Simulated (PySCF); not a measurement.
# SrH+: from the state search to spectroscopic constants

An exercise on one series of results from a longer session: the logs are not shown, and one member is left open.

The runs use PySCF 2.14.0; Sr def2-SVPD with ECP28, H def2-SVPD, scalar-relativistic core potentials.

The first run:

A driver script around PySCF takes these settings:

```
atoms                         : Sr, H
charge                        : 1
basis                         : Sr def2-SVPD with ECP28, H def2-SVPD
Hamiltonian                   : scalar-relativistic core potentials
basis functions               : 34
electrons treated             : 10
masses in u                   : 87.9056, 1.0078
levels                        : PBE0, PBE, r²SCAN, TPSS, r²SCAN0, TPSSh, CAM-B3LYP, HF, MP2, SCS-MP2, CCSD, CCSD(T)
grid                          : 80 radial by 434 angular points
occupations                   : held fixed by the projection of orbital angular momentum
dissociation limit            : Sr+ + H, each in its ground configuration
starting distance in angstrom : 2.130
values of 2S to try           : 0, 2
```

The run is started by

```
$ OMP_NUM_THREADS=1 python dia.py task.json out
```

Steps of the session up to this table: Set-up; The PBE0 curve of the state that the search chose; Other states along the same grid; PBE (GGA); r²SCAN; TPSS (meta-GGA); r²SCAN0 (hybrid meta-GGA); TPSSh (hybrid meta-GGA); CAM-B3LYP; RHF; Correlated methods on the Hartree–Fock reference.

One table of the session follows, with a row left open; its other results are not shown here.

```
      level  Re (Å)  ωe (cm⁻¹)  De (eV)
        RHF   2.086       1399     1.13
    RHF-MP2   2.038       1444     1.80
RHF-SCS-MP2   2.043       1436     1.93
   RHF-CCSD   2.050       1399     2.01
RHF-CCSD(T)   2.051       1394     2.03
        PBE   2.047       1367     2.13
       TPSS   2.044       1402     2.45
     r²SCAN   2.039       1411     2.19
      TPSSh       ?          ?        ?
       PBE0   2.041       1403     2.07
    r²SCAN0   2.037       1425     2.11
  CAM-B3LYP   2.048       1412     2.11
```

**Question.** Estimate the row for TPSSh.

The run gave: Re (Å): 2.043; ωe (cm⁻¹): 1411; De (eV): 2.42.
